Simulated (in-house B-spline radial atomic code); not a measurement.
**Ce¹¹⁺: excited configurations**

Wanted: excitation energies of Ce¹¹⁺ as differences of total energies (ΔSCF).

Method: non-relativistic Hartree-Fock, average of configuration, point nucleus, basis-set limit. Code: in-house B-spline radial atomic code version 1.

### 1 The system

- element: cerium (Z = 58)
- charge: +11
- electrons: 47
- configuration: [Kr] 4d10 5s1
- Hamiltonian: non-relativistic
- nucleus: point

The outer shells:

[Kr] 4d10 5s1
```
[Kr] core
4d [↑↓][↑↓][↑↓][↑↓][↑↓]
5s [↑ ]
```

The boxes draw the filling by Hund's rule, which heavy ions in jj coupling don't follow; these runs average over all states of the configuration.

Settings of the run:

```ini
Z = 58
electrons = 47.0
configuration = [Kr] 4d10 5s1
hamiltonian = nr
method = hf
spin_polarised = False
```

From the earlier run of the reference: total energy -8536.118563 hartree. Levels, eight at most:

```csv
orbital,occupation,energy (eV),<r> (bohr)
2p,6,-5960.34,0.09534
3s,2,-1536.02,0.2919
3p,6,-1385.61,0.2822
3d,10,-1109.38,0.2532
4s,2,-460.81,0.6598
4p,6,-401.59,0.6781
4d,10,-296.30,0.7191
5s,1,-183.84,1.375
```

### 2 [Ar] 3d9 4s2 4p6 4d9 5s1 7d2

Settings of the run:

```ini
Z = 58
electrons = 47.0
configuration = [Ar] 3d9 4s2 4p6 4d9 5s1 7d2
hamiltonian = nr
method = hf
spin_polarised = False
```

### 3 Configuration [Kr] 4d8 5s1 5d1 7p1

Settings of the run:

```ini
Z = 58
electrons = 47.0
configuration = [Kr] 4d8 5s1 5d1 7p1
hamiltonian = nr
method = hf
spin_polarised = False
```

Before running: How far above the reference does each configuration lie (order and size, in eV)?

**Answer**, as computed:

| net move | configuration | energy above the reference (eV) | largest <r> (bohr) |
| --- | --- | --- | --- |
| 2×4d → 5d, 7p | [Kr] 4d8 5s1 5d1 7p1 | 397.60 | 3.67 |
| 3d, 4d → 2×7d | [Ar] 3d9 4s2 4p6 4d9 5s1 7d2 | 1297.72 | 3.90 |

What this shows: At the bottom stands 2×4d → 5d, 7p (397.60 eV), at the top 3d, 4d → 2×7d (1297.72 eV). 2 of them lie more than 2 % above the ionisation threshold that Koopmans' theorem gives (183.84 eV), where such states can decay by emitting an electron. Two partly filled shells share a symmetry and can mix in the average, which may lower the energy, for: 2×4d → 5d, 7p; 3d, 4d → 2×7d. These are averages over configurations, without correlation, not spectroscopic levels.
